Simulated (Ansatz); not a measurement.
# C3H5F3Sn: how energies converge with the basis set

One table from this session's results is given with a row withheld; the runs are named, their logs left out.

Method: one geometry, several basis sets; program: Ansatz 0.2.0, Gaussian basis.

Levels to be run: PBE0-D4/def2-SVP; ωB97M-V/def2-SVP; PBE0-D4/def2-QZVPP; ωB97M-V/def2-QZVPP; the functionals' def2-TZVPP values are taken from earlier runs.

## The geometry

An earlier PBE0-D4 in a triple-zeta def2 set relaxation fixed the geometry. Sn takes the def2 core potential; no spin-orbit term is included.

SMILES `C=C[CH2][Sn]([F])([F])[F]`, 12 atoms, charge 0, spin multiplicity 1.

Atoms are counted from 1 here; the program's logs count them from 0.

Bond lengths: C1–C2 1.327 Å, C1–H8 1.083 Å, C1–H9 1.085 Å, C2–C3 1.486 Å, C2–H10 1.087 Å, C3–Sn4 2.135 Å, C3–H11 1.091 Å, C3–H12 1.092 Å, Sn4–F5 1.902 Å, Sn4–F6 1.899 Å, Sn4–F7 1.901 Å. Angles: C2–C1–H8 121.1°, C2–C1–H9 121.8°, H8–C1–H9 117.1°, C1–C2–C3 124.2°, C1–C2–H10 119.5°, C3–C2–H10 116.3°, C2–C3–Sn4 110.7°, C2–C3–H11 112.8°, C2–C3–H12 113.1°, Sn4–C3–H11 105.6°, Sn4–C3–H12 104.8°, H11–C3–H12 109.2°, C3–Sn4–F5 115.1°, C3–Sn4–F6 114.2°, C3–Sn4–F7 113.3°, F5–Sn4–F6 104.2°, F5–Sn4–F7 104.4°, F6–Sn4–F7 104.6°.

The first run:

File in.yaml:

```yaml
crystal:
  periodic: [false, false, false]
  atoms:
    - {symbol: C, position_ang: [0.539783, -0.591438, 1.996525]}
    - {symbol: C, position_ang: [0.925186, -0.196143, 0.790362]}
    - {symbol: C, position_ang: [0.331965, -0.690723, -0.478575]}
    - {symbol: Sn, position_ang: [-0.905066, 0.805003, -1.367222]}
    - {symbol: F, position_ang: [-1.315731, 0.525246, -3.202951]}
    - {symbol: F, position_ang: [-2.600328, 1.007240, -0.534838]}
    - {symbol: F, position_ang: [-0.136612, 2.542543, -1.315033]}
    - {symbol: H, position_ang: [1.008666, -0.199016, 2.890167]}
    - {symbol: H, position_ang: [-0.254450, -1.318551, 2.132571]}
    - {symbol: H, position_ang: [1.717348, 0.542034, 0.696231]}
    - {symbol: H, position_ang: [-0.313577, -1.558243, -0.334013]}
    - {symbol: H, position_ang: [1.079716, -0.923052, -1.239326]}
basis:
  gaussian: {orbitals: def2-SVP}
hamiltonian: {xc: pbe0, dispersion: d4}
output: {orbitals: {seedname: orbitals}}
```

Command:

```console
$ ansatz run in.yaml --threads 4 --pin off --events-out ev --progress --plain --max-ram 11315MiB
```

Steps of the session up to this table: PBE0-D4 in def2-SVP; ωB97M-V in def2-SVP; PBE0-D4 in def2-QZVPP; ωB97M-V in def2-QZVPP.

One of the session's tables, all rows but one given; the rest of the session is left out.

It belongs to the step «Functionals by basis». 

```
functional       basis  HOMO (eV)  LUMO (eV)
   PBE0-D4    def2-SVP      -8.04      -1.82
   PBE0-D4  def2-TZVPP      -8.09      -2.03
   PBE0-D4  def2-QZVPP          ?          ?
   ωB97M-V    def2-SVP     -10.17       0.29
   ωB97M-V  def2-TZVPP     -10.24       0.00
   ωB97M-V  def2-QZVPP     -10.25      -0.15
```

Q: Estimate the row for PBE0-D4, def2-QZVPP from the others.

The run gave: HOMO (eV): -8.10; LUMO (eV): -2.08. In the column «HOMO (eV)» it lies between ωB97M-V, def2-SVP (-10.17) and PBE0-D4, def2-TZVPP (-8.09).
